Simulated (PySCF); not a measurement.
# A diatomic session: NaSb−

What are the lowest state that PBE0 finds, the bond length, vibrational wavenumber and bond energy of NaSb−, and how much do these hang on the method?

The runs use PySCF 2.14.0; Na def2-SVPD, Sb def2-SVPD with ECP28, scalar-relativistic core potentials.

4 further runs of the same task are left out: 4 set aside as unsound or not needed.

**1. Set-up**

Settings of the job:

```yaml
atoms: Na, Sb
charge: -1
basis: Na def2-SVPD, Sb def2-SVPD with ECP28
Hamiltonian: scalar-relativistic core potentials
basis_functions: 50
electrons_treated: 35
masses_in_u: 22.9898, 120.9038
levels: PBE0, PBE, r²SCAN, BLYP, PBEsol, MN15
grid: 80 radial by 434 angular points
occupations: held fixed by the projection of orbital angular momentum
dissociation_limit: Na + Sb−, each in its ground configuration
starting_distance_in_angstrom: 3.040
values_of_2S_to_try: 1, 3
```

Started as:

```
OMP_NUM_THREADS=1 python dia.py task.json out
```

After this run come: First curve: PBE0; Excited determinants; PBE (GGA); r²SCAN; BLYP; PBEsol; MN15.

**Question.** What will these runs give? Wanted: for each run, Re; ωe; De; μ.

As calculated:

Lowest PBE0 solution found, without spin–orbit coupling: ⁴Σ⁻ (quartet), unpaired electrons σ ↑, π ↑↑. State 2 has its PBE0 minimum 0.33 eV higher, as a spin-mixed determinant (⟨S²⟩ = 1.76), so this is no gap between pure states. The other levels ran on the lowest alone.

```tsv
level	Re (Å)	ωe (cm⁻¹)	De (eV)	μ (D)
PBE	3.166	141.0	1.49	8.34
PBEsol	3.136	144.7	1.52	8.24
BLYP	3.197	134.9	1.41	8.17
r²SCAN	3.165	143.4	1.45	8.19
PBE0	3.140	148.0	1.42	8.12
MN15	3.171	136.2	1.31	6.22
```

De is counted to Na + Sb− in their ground configurations. A positive dipole points from Na to Sb; in an ion it is taken about the centre of mass and does not tell which atom is negative.

What this shows: Bond lengths run from 3.136 Å (PBEsol) to 3.197 Å (BLYP). Among the levels with a De in the table, it runs from 1.31 eV (MN15) to 1.52 eV (PBEsol).

These are scalar-relativistic numbers at best; spin–orbit coupling would shift them, the dissociation energy most. At some levels the lowest empty orbital lies below the highest filled one (the two can be of opposite spin). With some functionals the highest level of the anion is positive, from self-interaction error or because the anion is truly unbound there; the finite basis then holds the extra electron, and no neutral molecule was run to test the binding. With spin–orbit coupling the term label itself may not hold.
